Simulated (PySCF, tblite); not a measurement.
# C₄H₆OSSi: geometry, infrared bands and NMR shifts

Wanted: the infrared bands and NMR shifts of C₄H₆OSSi (`C=C[SiH2]OC=C=S`), by calculation.

The runs use tblite 0.8.0 and PySCF 2.14.0, with density-fitted response routines of our own; the level of theory stands in each step. All values are computed, except where a source is named. Atoms count from 0, in the outputs and in this text.

### 1 Starting geometry

13 atoms, charge 0, multiplicity 1; geometry from: force field or distance geometry start.

Bonds of the start (Å): C0–C1 1.32, C1–Si2 1.85, Si2–O3 1.76, O3–C4 1.39, C4–C5 1.30, C5–S6 1.60, C0–H7 1.10, C0–H8 1.10, C1–H9 1.10, Si2–H10 1.46, Si2–H11 1.48, C4–H12 1.08.

### 2 Optimising the geometry with GFN2-xTB

Job settings and geometry (Å):

```
{"job": {"kind": "relax", "xc": "GFN2-xTB", "basis": "xTB"}, "charge": 0, "multiplicity": 1}
C     -2.227000     1.356500    -0.176800
C     -1.878300     0.082900    -0.177100
Si    -0.192200    -0.408900     0.397900
O      0.632000    -1.045600    -1.018800
C      2.007500    -1.165500    -0.841100
C      2.754500    -0.102900    -0.918300
S      3.674800     1.205500    -0.989200
H     -3.241600     1.598400    -0.517500
H     -1.546100     2.149300     0.150600
H     -2.608500    -0.671700    -0.501000
H      0.549000     0.692100     1.015800
H     -0.320800    -1.529900     1.355600
H      2.392500    -2.159700    -0.659100
```

Command:

```bash
$ OMP_NUM_THREADS=1 python probes_run.py task.json out
```

This one command runs all jobs of the session in turn.

**Question.** This job is followed by: GFN2-xTB harmonic vibrations, gas phase; GIAO PBE0/pcSseg-1 NMR shielding, non-relativistic, gas phase. What will the session give for the following? strongest single infrared mode (GFN2-xTB); zero-point energy (GFN2-xTB); 13C shifts against TMS (PBE0/pcSseg-1); 1H shifts against TMS (PBE0/pcSseg-1, means over atoms taken as alike); 29Si shifts against TMS (PBE0/pcSseg-1); 17O shifts against H2O (PBE0/pcSseg-1); 33S shifts against CS2 (PBE0/pcSseg-1).

The runs gave:

| quantity | value |
| --- | --- |
| strongest single infrared mode (GFN2-xTB) | 1190 cm⁻¹, 422 km/mol |
| zero-point energy (GFN2-xTB) | 51.7 kcal/mol |
| 13C shifts against TMS (PBE0/pcSseg-1) | 367.1, 143.3, 142.4, 128.5 ppm |
| 1H shifts against TMS (PBE0/pcSseg-1, means over atoms taken as alike) | 9.17, 6.64, 6.55, 5.99, 5.06 ppm |
| 29Si shifts against TMS (PBE0/pcSseg-1) | -22.8 ppm |
| 17O shifts against H2O (PBE0/pcSseg-1) | -3.0 ppm |
| 33S shifts against CS2 (PBE0/pcSseg-1) | 925 ppm |

The optimisation took 125 steps and gained 0.530 eV; among the close pairs (by a distance rule), Si2–O3 changed most, from 1.758 to 1.636 Å. No mode is imaginary among the 33: a minimum at this level. The strongest single mode, at 1190 cm⁻¹, is spread over several atoms, O3, C4, H12 among them. Unscaled tight-binding wavenumbers are off by several per cent, some by more. Its intensities can rank the bands wrongly. At PBE0/pcSseg-1: The largest span, 2548 ppm, is at S6, where the paramagnetic term is -1478 ppm.
